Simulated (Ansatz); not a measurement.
# Be2Se3: further runs on a relaxed guess

Aim: for this structure of Be2Se3, compute bands, density of states and charges.

Program: Ansatz 0.2.0. Level of theory: DFT PBE, scalar-relativistic, plane waves, PAW. These are calculated values, not measurements.

1 further run of the same task is left out (set aside as unsound or not needed). Runs told in other sessions of the task aren't counted.

## (1) The structure to begin with

It takes space group P-3m1 (No. 164, trigonal). The conventional cell has a = 4.584 Å, b = 4.584 Å, c = 4.804 Å, α = 90.00°, β = 90.00°, γ = 120.00°. Be (site symmetry 3m) is surrounded by 8 Se at 2.37 to 2.86 Å. Se (site symmetry -3m) is surrounded by 6 Be at 2.86 Å and 6 Se at 2.94 Å. Around Se (site symmetry 3m) lie 5 Be at 2.37 to 2.65 Å.

As a file:

```
Be Se
1.0
     4.58366    0.00000    0.00000
    -2.29183    3.96957    0.00000
     0.00000    0.00000    4.80406
Be Se
2 3
Direct
  0.33333 0.66667 0.22844
  0.66667 0.33333 0.77156
  0.00000 0.00000 0.00000
  0.33333 0.66667 0.73575
  0.66667 0.33333 0.26425
```

The cell was relaxed beforehand at this level, from a database cell with other species swapped in; it is a trial structure. At a tolerance of 0.05 Å it has space group P-3m1 (No. 164); it has 17.48 Å³/atom, an uncorrected energy of +0.30 eV/atom over the elements.

## (2) Electronic structure at the relaxed geometry

File input.yaml:

```yaml
crystal:
  lattice:
    - [4.5836635401, 0.0, 0.0]
    - [-2.2918317701, 3.9695690681, 0.0]
    - [0.0, 0.0, 4.8040624702]
  atoms:
    - { symbol: Be, position: [0.3333333333, 0.6666666667, 0.2284405498] }
    - { symbol: Be, position: [0.6666666667, 0.3333333333, 0.7715594502] }
    - { symbol: Se, position: [0.0, 0.0, 0.0] }
    - { symbol: Se, position: [0.3333333333, 0.6666666667, 0.7357462313] }
    - { symbol: Se, position: [0.6666666667, 0.3333333333, 0.2642537687] }
basis:
  ecutwfc: 420
kpoints:
  mp_grid: { grid: [12, 12, 8] }
  band_path:
    path:
      - [[0.0, 0.0, 0.0], [0.5, 0.0, 0.0], [0.33333333, 0.33333333, 0.0], [0.0, 0.0, 0.0], [0.0, 0.0, 0.5], [0.5, 0.0, 0.5], [0.33333333, 0.33333333, 0.5], [0.0, 0.0, 0.5]]
      - [[0.5, 0.0, 0.5], [0.5, 0.0, 0.0]]
      - [[0.33333333, 0.33333333, 0.5], [0.33333333, 0.33333333, 0.0]]
    npoints: 14
hamiltonian:
  xc: pbe
scf:
  occupations: { method: gaussian, width: 0.1 }
  n_extra_bands: 12
output:
  forces: true
  stress: true
  eigenvalues: true
  populations: true
  dos: { projected: true, de: 0.02, nscf_kmesh: { grid: [15, 15, 10] } }
  bader: true
  write_density: true
  write_potential: true
  elf: true
  volumetric_format: npy
```

Launch:

```bash
ansatz run input.yaml --threads 1 --pin off --max-ram 2560MiB --backend cpu --events-out ev --progress --plain --runs-dir out
```

**Question.** What will these runs give? Wanted: gap; states at the Fermi level; Bader charges.

The runs gave:

| quantity | value |
| --- | --- |
| gap | none (metal) |
| states at the Fermi level | 2.16 per eV per cell |
| Bader charges | Be +1.40, Se -1.19 to -0.42 e |

It comes out metallic. Of the projected weight within 0.25 eV of the Fermi level, the largest part is Se 4p (91 %). Bader charges reach 1.4 e, so charge transfer in this metal is strong. Spin polarisation is off in the runs that give these values; a magnetic solution could lie lower.
